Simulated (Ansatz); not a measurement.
# LaP (Fm-3m): all-electron equation of state

Where is the equilibrium volume of LaP (Fm-3m) with all electrons, and how stiff is it? Wanted for LaP (Fm-3m): an all-electron equation of state.

Program: the Python package of Ansatz 0.2.0. Level of theory: DFT PBEsol, all-electron LAPW. These are calculated values, not measurements.

## Step 1: The structure

The structure is cubic, space group Fm-3m (No. 225). The conventional cell has a = 6.025 Å, b = 6.025 Å, c = 6.025 Å, α = 90.00°, β = 90.00°, γ = 90.00°. Around La (site symmetry m-3m) lie 6 P at 3.01 Å. P (site symmetry m-3m) has 6 La at 3.01 Å in its first shell of neighbours.

The script holds or builds the structure itself.

## Step 2: The script

File eos_lapw_lap.py:

```python
"""All-electron equation of state of LaP."""

import ansatz as az
from ase.eos import EquationOfState
from ase.units import GPa
import numpy as np

VECTORS = np.array([
    [0.0, 3.0125, 3.0125],
    [3.0125, 0.0, 3.0125],
    [3.0125, 3.0125, 0.0],
])
SITES = [
    ("La", (0.0, 0.0, 0.0)),
    ("P", (0.5, 0.5, 0.5)),
]


def build(cell):
    crystal = az.Crystal(lattice=az.Lattice.of(cell))
    for symbol, position in SITES:
        crystal = crystal.atom(symbol, position)
    return crystal

volumes, energies = [], []
for scale in np.linspace(0.94, 1.06, 5):
    cell = VECTORS * scale ** (1 / 3)
    job = (
        build(cell).calculation()
        .functional("pbesol")
        .occupations(az.OccupationsMethod.FERMI_DIRAC, width=0.05)
        .kpoints(8, 8, 8)
        .pseudopotentials("all_electron", lapw=True)
    )
    r = job.run(threads=1, backend="cpu").report
    volumes.append(abs(np.linalg.det(cell)) / len(SITES))
    energies.append(r["free_energy_ev"] / len(SITES))
    print(f"{scale:.3f} {volumes[-1]:9.4f} A^3/atom {energies[-1]:16.5f} eV/atom  (estimated basis error {1000 * r['lapw_basis_errors']['total_ev_per_atom']:.2f} meV/atom)")
v0, e0, bulk = EquationOfState(volumes, energies, eos="birchmurnaghan").fit()
print(f"V0 = {v0:.4f} A^3/atom, B0 = {bulk / GPa:.1f} GPa")
```

## Step 3: Running it

The run is started by

```
$ python eos_lapw_lap.py
```

**Question.** Where does the minimum lie against the volume typed, and how stiff is the crystal?

As calculated:

| quantity | value |
| --- | --- |
| runs compared | 5 |
| range of energy | 39.85 meV/atom |
| lowest point, volume (Å³/atom) | 26.519 |
| equilibrium volume (fit) | 26.72 Å³/atom |
| bulk modulus (fit) | 77 GPa |

A third-order Birch-Murnaghan fit through the 5 points has its minimum at 26.72 Å³ an atom, 2.3 % below the typed cell, with a bulk modulus of 77 GPa and dB/dP = 3.8. From that minimum the energy rises by 10.0 meV an atom on the compressed side and 40.2 meV on the expanded side. What to keep in mind:
- All-electron totals depend on functional, relativistic treatment and basis; only differences at equal settings carry meaning.
- For a metal this k-point mesh is coarse: on a finer one energies can move by several to tens of meV an atom and pressures by half a GPa or more, differences at one mesh by less.
